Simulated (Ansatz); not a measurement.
# B3N3H6 (borazine): BLYP/def2-SVP

Aim: the energy change on altering one bond length of B3N3H6 (borazine) at BLYP/def2-SVP, from 2 runs. 

The calculation is run with Ansatz 0.2.0.

43 further runs of the same task are left out: 1 that didn't finish, 42 set aside as unsound or not needed.

## (1) The molecule

B3N3H6: 12 atoms, total charge 0, spin state singlet. SMILES: `B1NBNBN1`. Geometry: relaxed at PBE0-D4/def2-TZVP. This is one conformer, not always the lowest.

Bond lengths: B1–N2 1.425 Å, N2–B3 1.425 Å, B3–N4 1.425 Å, N4–B5 1.425 Å, B1–N6 1.425 Å, B5–N6 1.425 Å, B1–H7 1.197 Å, N2–H8 1.006 Å, B3–H9 1.197 Å, N4–H10 1.006 Å, B5–H11 1.197 Å, N6–H12 1.006 Å. Some angles: B1–N2–B3 122.9°, N2–B1–N6 117.1°, N2–B3–N4 117.1°, B3–N4–B5 122.9°, N4–B5–N6 117.1°, B1–N6–B5 122.9°, B1–N2–H8 118.6°, B3–N2–H8 118.6°, N2–B1–H7 121.4°, N6–B1–H7 121.4°.

## (2) The energy at BLYP/def2-SVP

Contents of in.yaml:

```yaml
crystal:
  periodic: [false, false, false]
  atoms:
    - symbol: B
      position_ang: [-0.725600, -1.223220, 0.253660]
    - symbol: N
      position_ang: [0.524170, -0.956610, 0.883320]
    - symbol: B
      position_ang: [1.265120, 0.238610, 0.655490]
    - symbol: "N"
      position_ang: [0.704960, 1.188460, -0.246430]
    - symbol: B
      position_ang: [-0.539530, 0.984630, -0.909140]
    - symbol: "N"
      position_ang: [-1.229160, -0.231820, -0.636840]
    - symbol: H
      position_ang: [-1.326890, -2.236960, 0.463830]
    - symbol: H
      position_ang: [0.899850, -1.642240, 1.516360]
    - symbol: H
      position_ang: [2.313570, 0.436330, 1.198680]
    - symbol: H
      position_ang: [1.210210, 2.040210, -0.423070]
    - symbol: H
      position_ang: [-0.986620, 1.800580, -1.662600]
    - symbol: H
      position_ang: [-2.110080, -0.397960, -1.093280]
basis:
  gaussian:
    orbitals: def2-SVP
hamiltonian:
  xc: {name: BLYP}
output: {orbitals: {seedname: orbitals}}
accuracy: high
```

On the command line:

```sh
ansatz run in.yaml --threads 1 --pin off --max-ram 3480MiB --events-out events.jsonl --progress --plain --runs-dir runs
```

Output:

```text
Warning: RAYON_NUM_THREADS=1 ignored (pool sized by the plan → 1); use --threads N
Functional definition: BLYP
  name "BLYP"
  parameter beta = 0.0042
  parameter a = 0.04918
  parameter b = 0.132
  parameter c = 0.2533
  parameter d = 0.349
  exchange = b88_x(beta = beta)
  correlation = lyp_c(a = a, b = b, c = c, d = d)
2856 factors; integrals over basis functions are off by at most 3.1e-9 eV
mean field evaluation 1: about -6577.3904 eV, gradient 9.4e1 eV
mean field evaluation 2: about -6522.3220 eV, gradient 1.7e2 eV
mean field evaluation 4: about -6595.5749 eV, gradient 2.3e0 eV
mean field evaluation 8: about -6595.5892 eV, gradient 2.7e-2 eV
mean field evaluation 16: about -6595.5892 eV, gradient 3.3e-6 eV
mean field -6595.58922802 eV, -242.3834334788 hartree, gradient 4.6e-8 eV, S^2 0.000000; 0 other end points of the search recorded, 0 dependent functions left out
reference -6595.58928613 eV, -242.3834356144 hartree; 21, 21 occupied and 93, 93 virtual orbitals, 2856 factors
Total energy: -6595.58928613 eV, -242.3834356144 hartree
```

Wall time 15 s (1 thread of Intel Xeon Platinum 8175M at 2.50GHz (Skylake/Cascade Lake), shared host); peak memory 0.4 GiB.

## (3) The distorted shape, same level

Contents of input.yaml:

```yaml
basis:
  gaussian: {orbitals: def2-SVP}
crystal:
  periodic: [false, false, false]
  atoms:
    - symbol: B
      position_ang: [-0.424937, -0.716319, 0.148569]
    - symbol: "N"
      position_ang: [0.824833, -0.449709, 0.778229]
    - symbol: B
      position_ang: [1.565783, 0.745511, 0.550399]
    - symbol: "N"
      position_ang: [1.005623, 1.695361, -0.351521]
    - symbol: B
      position_ang: [-0.238867, 1.491531, -1.014231]
    - symbol: "N"
      position_ang: [-0.928497, 0.275081, -0.741931]
    - symbol: H
      position_ang: [-1.326890, -2.236960, 0.463830]
    - symbol: H
      position_ang: [1.200513, -1.135339, 1.411269]
    - symbol: H
      position_ang: [2.614233, 0.943231, 1.093589]
    - symbol: H
      position_ang: [1.510873, 2.547111, -0.528161]
    - symbol: H
      position_ang: [-0.685957, 2.307481, -1.767691]
    - symbol: H
      position_ang: [-1.809417, 0.108941, -1.198371]
output: {orbitals: {seedname: orbitals}}
accuracy: high
hamiltonian: {xc: {name: BLYP}}
```

On the command line:

```sh
ansatz run input.yaml --threads 1 --pin off --max-ram 3480MiB --events-out events.jsonl --progress --plain --runs-dir runs
```

Output (excerpt; [...] marks lines left out):

```text
Warning: RAYON_NUM_THREADS=1 ignored (pool sized by the plan → 1); use --threads N
[... 9 set-up lines as earlier in the session ...]
2852 factors; integrals over basis functions are off by at most 3.1e-9 eV
mean field evaluation 1: about -6575.5747 eV, gradient 9.4e1 eV
mean field evaluation 2: about -6514.2747 eV, gradient 1.8e2 eV
mean field evaluation 4: about -6593.8769 eV, gradient 5.4e0 eV
mean field evaluation 8: about -6593.9752 eV, gradient 2.4e-1 eV
mean field evaluation 16: about -6593.9754 eV, gradient 1.8e-5 eV
mean field -6593.97538799 eV, -242.3241259516 hartree, gradient 4.2e-8 eV, S^2 0.000000; 0 other end points of the search recorded, 0 dependent functions left out
reference -6593.97544864 eV, -242.3241281806 hartree; 21, 21 occupied and 93, 93 virtual orbitals, 2852 factors
Total energy: -6593.97544864 eV, -242.3241281806 hartree
```

Wall time 11 s (1 thread of Intel Xeon Platinum 8175M at 2.50GHz (Skylake/Cascade Lake), shared host); peak memory 0.4 GiB.

## (4) What came out

At BLYP/def2-SVP:

| quantity | value |
| --- | --- |
| first shape: total energy | -242.38344 Eh |
| first shape: HOMO energy | -6.54 eV |
| first shape: LUMO energy | -0.21 eV |
| first shape: HOMO–LUMO gap | 6.33 eV |
| distorted shape: total energy | -242.32413 Eh |
| distorted shape: HOMO energy | -6.36 eV |
| distorted shape: LUMO energy | -0.46 eV |
| distorted shape: HOMO–LUMO gap | 5.90 eV |
| energy change with the B1–H7 bond stretched from 1.197 to 1.796 Å | 1.614 eV |

In words: With the B1–H7 bond stretched from 1.197 to 1.796 Å the energy rises by 1.61 eV (37 kcal/mol). The first shape isn't relaxed at this level, so the change isn't measured from a minimum.
